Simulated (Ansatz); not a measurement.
# CdIn2O2: the cost of one run

Computed with Ansatz 0.2.0 (DFT PBE, scalar-relativistic, plane waves, PAW, unless a step's input says otherwise).

2 further runs of the same task are left out: 1 that didn't finish, 1 set aside as unsound or not needed.

### 1 The structure to begin with

It takes space group I4/mmm (No. 139, tetragonal). Conventional cell: a = 5.785 Å, b = 5.785 Å, c = 6.579 Å, α = 90.00°, β = 90.00°, γ = 90.00°. Around Cd (site symmetry 4/mmm) lie 4 O at 2.89 Å. In (site symmetry -4m2) has 2 O at 1.64 Å as nearest neighbours. Around O (site symmetry mmm) lie 2 In at 1.64 Å.

As a file:

```xyz
5
Lattice="-2.8926 2.8926 3.2897 2.8926 -2.8926 3.2897 2.8926 2.8926 -3.2897" Properties=species:S:1:pos:R:3 pbc="T T T"
Cd    0.0000    0.0000    0.0000
In    0.0000    2.8926    1.6449
In    2.8926    0.0000    1.6449
O     0.0000    2.8926    0.0000
O     2.8926    0.0000    0.0000
```

The cell is invented: random cell by space group and Wyckoff sites (I4/mmm, No. 139). The dimensions are guesses.

### 2 The guess as it stands, on a coarse mesh

input.yaml reads:

```yaml
crystal:
  lattice:
    - [-2.8925578, 2.8925578, 3.2897238]
    - [2.8925578, -2.8925578, 3.2897238]
    - [2.8925578, 2.8925578, -3.2897238]
  atoms:
    - { symbol: Cd, position: [0.0, 0.0, 0.0] }
    - { symbol: In, position: [0.75, 0.25, 0.5] }
    - { symbol: In, position: [0.25, 0.75, 0.5] }
    - { symbol: O, position: [0.5, 0.0, 0.5] }
    - { symbol: O, position: [0.0, 0.5, 0.5] }
basis:
  ecutwfc: 420
kpoints:
  mp_grid: { grid: [4, 4, 4] }
hamiltonian:
  xc: pbe
scf:
  occupations: { method: gaussian, width: 0.1 }
  lower_state_search: "off"
output:
  forces: true
  stress: true
  eigenvalues: true
```

Command:

```
ansatz run input.yaml --threads 1 --pin off --max-ram 2560MiB --backend cpu --events-out ev --progress --plain --runs-dir out
```

**Question.** How long does this run take on 1 thread of Intel Xeon at 2.70GHz, shared host, and how much memory does it need?

About 3.3 s, with a peak of 0.41 GiB.
